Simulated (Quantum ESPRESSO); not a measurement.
# Mo2C3 in Quantum ESPRESSO: the effect of dispersion

Mo2C3:

```
Mo C
1.0
     3.98698    0.00000    0.00000
     0.00000    3.98698    0.00000
     0.00000    0.00000    3.98698
Mo C
2 3
Cartesian
  1.9935 1.9935 1.9935
  0.0000 0.0000 0.0000
  0.0000 1.9935 1.9935
  1.9935 0.0000 1.9935
  1.9935 1.9935 0.0000
```

The cell was built by a generator and needn't be a form met in nature.

Alike in all runs:

* Program: Quantum ESPRESSO 7.5
* Task: phonons
* Potentials or basis: GBRV 1.5 PBE
* Cutoff: 612 eV
* Density cutoff: 4898 eV
* k mesh: 7 × 7 × 7
* Occupations: cold, width 0.2 eV
* Spin: no spin polarisation

Each run relaxes the cell or the atoms first.

```csv
dispersion,functional,relaxed volume (Å³/atom),highest phonon frequency (cm⁻¹)
none,PBE,?,?
D2,PBE,12.21,812
rVV10,rPW86PBE,12.75,758
rev-vdW-DF2,rev-vdW-DF2,12.31,806
```

Q: What does the run with dispersion none give?

A: Relaxed volume 12.39 Å³/atom; highest phonon frequency 791 cm⁻¹.

Caveats: the mesh is thin for the phonons of a metal; some modes are imaginary; pairwise dispersion overbinds metals, which lowers pressure and volume (some runs); the potentials were made for another functional, which shifts forces and pressure (some runs).
